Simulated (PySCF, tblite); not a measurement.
**C₆H₁₄OP₂: geometry, infrared bands and NMR shifts**

Aim: predict the infrared bands and NMR shifts of C₆H₁₄OP₂ (`COC/P=P/C(C)(C)C`).

Programs: tblite 0.8.0 and PySCF 2.14.0, with density-fitted response routines of our own. Each step states its level of theory. These are calculated values for one molecule in the gas phase, unless marked as measured. Atoms are numbered from 0 throughout.

## 1. Starting geometry

23 atoms, charge 0, multiplicity 1; geometry from: force field or distance geometry start.

Bonds of the start (Å): C0–O1 1.41, O1–C2 1.40, C2–P3 1.87, P3–P4 1.98, P4–C5 1.85, C5–C6 1.51, C5–C7 1.50, C5–C8 1.52, C0–H9 1.12, C0–H10 1.10, C0–H11 1.10, C2–H12 1.11, C2–H13 1.10, C6–H14 1.11, C6–H15 1.11, C6–H16 1.10, C7–H17 1.11, C7–H18 1.12, C7–H19 1.12, C8–H20 1.11, C8–H21 1.12, C8–H22 1.11.

## 2. Optimising the geometry with GFN2-xTB

Job settings and geometry (Å):

```
{"job": {"kind": "relax", "xc": "GFN2-xTB", "basis": "xTB"}, "charge": 0, "multiplicity": 1}
C      4.499800     0.236600    -0.438700
O      3.140400     0.165300    -0.090400
C      2.826200    -1.059500     0.512100
P      1.001000    -0.972600     0.905900
P     -0.139300    -0.000400    -0.394300
C     -1.974000     0.214400    -0.226300
C     -2.488600    -0.264600     1.113800
C     -2.583700    -0.514400    -1.389500
C     -2.256600     1.701000    -0.403600
H      5.066200     0.109500     0.522400
H      4.669100     1.242300    -0.841200
H      4.705600    -0.589300    -1.142400
H      2.933400    -1.907100    -0.199600
H      3.446900    -1.214400     1.406900
H     -1.968600     0.312000     1.913800
H     -2.170400    -1.323600     1.256700
H     -3.584500    -0.162400     1.198100
H     -1.810700    -0.757400    -2.154100
H     -3.387300     0.129300    -1.818400
H     -3.036200    -1.447100    -0.973200
H     -1.436500     2.260900     0.081700
H     -3.249400     1.976100     0.026200
H     -2.207500     1.892300    -1.496700
```

Started as:

```console
$ OMP_NUM_THREADS=1 python probes_run.py task.json out
```

One launch serves the whole session: the jobs run in the order shown.

**Question.** This job is followed by: GFN2-xTB harmonic vibrations, gas phase; GIAO PBE0/pcSseg-1 NMR shielding, non-relativistic, gas phase. What will the session give for the following? strongest single infrared mode (GFN2-xTB); zero-point energy (GFN2-xTB); 13C shifts against TMS (PBE0/pcSseg-1, means over atoms taken as alike); 1H shifts against TMS (PBE0/pcSseg-1, means over atoms taken as alike); 17O shifts against H2O (PBE0/pcSseg-1); 31P shifts against H3PO4 (PBE0/pcSseg-1).

As calculated:

| quantity | value |
| --- | --- |
| strongest single infrared mode (GFN2-xTB) | 3009 cm⁻¹, 118 km/mol |
| zero-point energy (GFN2-xTB) | 119.5 kcal/mol |
| 13C shifts against TMS (PBE0/pcSseg-1, means over atoms taken as alike) | 82.7, 62.4, 43.3, 35.1 ppm |
| 1H shifts against TMS (PBE0/pcSseg-1, means over atoms taken as alike) | 4.73, 3.73, 1.53 ppm |
| 17O shifts against H2O (PBE0/pcSseg-1) | 51.7 ppm |
| 31P shifts against H3PO4 (PBE0/pcSseg-1) | 711.0, 587.5 ppm |

What this shows: Over 111 steps the energy fell by 1.392 eV; of the close pairs, P4–C5 changed most, 1.855 to 1.904 Å. The lowest mode is slightly imaginary (11i cm⁻¹), a soft motion within the noise of the Hessian, so the minimum is not strictly shown. Unscaled tight-binding wavenumbers are off by several per cent, some by more. Its intensities can rank the bands wrongly. C2 (sp3 CH2 bonded to O and P) lies farthest downfield among carbon, at 82.7 ppm; pulled downfield by the heteroatom. The most deshielded hydrogen is H12, H13 (mean) (hydrogen on an sp3 CH2 bonded to O and P), at 4.73 ppm: its carbon carries O, which withdraws density. At PBE0/pcSseg-1: The largest span, 1673 ppm, is at P4, where the paramagnetic term is -1362 ppm.
